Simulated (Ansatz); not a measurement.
Runs of Ansatz 0.2.0 on NaLaMnMoO6. The typed cell holds 10 atoms: a = 5.109 Å, b = 5.694 Å, c = 5.920 Å, α = 117.98°, β = 98.89°, γ = 92.48°. The cell was built by a generator and needn't be a form met in nature.

```tsv
task	level	potentials or basis	cell	k mesh	cutoff (eV)	points for each segment of the path	temperature	mesh quality	gap on the mesh (eV)	pressure (GPa)	moment (μB)	relaxed volume (Å³/atom)	largest force (eV/Å)
band structure	BLYP	Ansatz PAW	as given	6 × 6 × 5	420	10	-	not flagged	0.90	4.0	3.00	-	0.41
band structure	PBE	Ansatz PAW	as given	6 × 6 × 5	420	10	-	not flagged	0.86	0.0	3.00	-	-
relaxation of cell and atoms	BLYP	Ansatz PAW	relaxed	4 × 4 × 4	420	-	-	not flagged	0.83	0.0	3.00	15.48	0.01
single point	PBE	Ansatz PAW earlier set	as given	6 × 6 × 5	900	-	-	not flagged	0.86	0.0	3.00	-	0.01
electric field gradients	PBE	Ansatz PAW	as given	6 × 6 × 5	420	-	-	not flagged	0.86	0.0	3.00	-	-
projected density of states	PBE	Ansatz PAW	as given	6 × 6 × 5	420	-	-	not flagged	0.86	0.0	3.00	-	-
relaxation of cell and atoms	PBE+D3(BJ)	Ansatz PAW	relaxed	4 × 4 × 4	420	-	-	not flagged	(c)	0.0	3.00	14.26	-
relaxation of cell and atoms	PBE	Ansatz PAW	relaxed	4 × 4 × 4	420	-	-	not flagged	0.85	0.0	3.00	(b)	-
relaxation of cell and atoms	PBEsol+D3(BJ)	Ansatz PAW	relaxed	4 × 4 × 4	420	-	-	not flagged	(a)	0.0	3.00	13.42	0.01
electron localisation function	PBE	Ansatz PAW	as given	6 × 6 × 5	420	-	-	not flagged	0.86	0.0	3.00	-	-
```

Alike in all rows: spin collinear, ferromagnetic start; smearing fermi-dirac 0.05 eV.

Problem. Estimate the missing entries.

Solution. (a) 1.05; (b) 14.90; (c) 0.95.

Caveats: spin-orbit coupling is left out, which moves the levels of the heavy elements; a cell with one magnetic atom can't hold antiferromagnetic order, which such compounds often take; the starting moments weren't kept; the plane-wave basis is chosen anew once the cell has moved, so the energies of steps on either side of that aren't comparable (some runs); odd divisions of the mesh miss points on the zone boundary, where band edges often lie, so the gap on the mesh can be too wide (some runs); the PAW data sets come from PBE, with cores solved anew for the run's functional, which leaves a small shift of forces and pressure (some runs).

A k mesh can miss the band edges, and the runs leave out spin-orbit coupling on La, Mo.
